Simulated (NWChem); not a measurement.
**MoO3 (SMILES [O]=[Mo](=[O])=[O]): B3LYP/def2-TZVP (core potential)**

Aim: energy and gradient of MoO3. 

Program for the calculation: NWChem 7.3.0.

2 further runs of the same task are left out: 2 set aside as unsound or not needed.

### 1 The system as given

MoO3: 4 atoms, total charge 0, spin state singlet. As SMILES, `[O]=[Mo](=[O])=[O]`. Geometry: relaxed at PBE0-D4/def2-TZVP.

Bond lengths: O1–Mo2 1.692 Å, Mo2–O3 1.692 Å, Mo2–O4 1.692 Å. Angles: O1–Mo2–O3 110.3°, O1–Mo2–O4 110.3°, O3–Mo2–O4 110.3°.

### 2 Energy and forces at B3LYP/def2-TZVP (core potential)

work.nw reads:

```
start work
title "MoO3"
memory total 2200 mb

geometry units angstrom noautosym nocenter noautoz
   O    -0.968000   -0.149800    1.262500
   Mo   -0.138100   -0.336500   -0.200300
   O     1.507000   -0.607600    0.088800
   O    -0.345200    1.033600   -1.171400
end

basis spherical bse
   O library def2-TZVP
   Mo library def2-TZVP
end

ecp bse
   Mo library def2-TZVP
end

dft
   xc b3lyp
   grid fine
   convergence energy 0.0001
   iterations 100
   mulliken
   noprint "final vectors analysis"
end

task dft gradient
```

On the command line:

```
$ nwchem work.nw > work.out
```

What values should one expect? Wanted: total energy; dipole moment; largest force on an atom.

**Answer.** As computed:

At B3LYP/def2-TZVP (core potential):

| quantity | value |
| --- | --- |
| total energy | -294.06556 Eh |
| dipole moment | 4.98 D |
| largest force on an atom | 0.832 eV/Å |

What this shows: Mulliken charges run from -0.57 on O1 to +1.71 on Mo2. The largest force is 0.83 eV/Å: the shape isn't a stationary point for this species at this level.
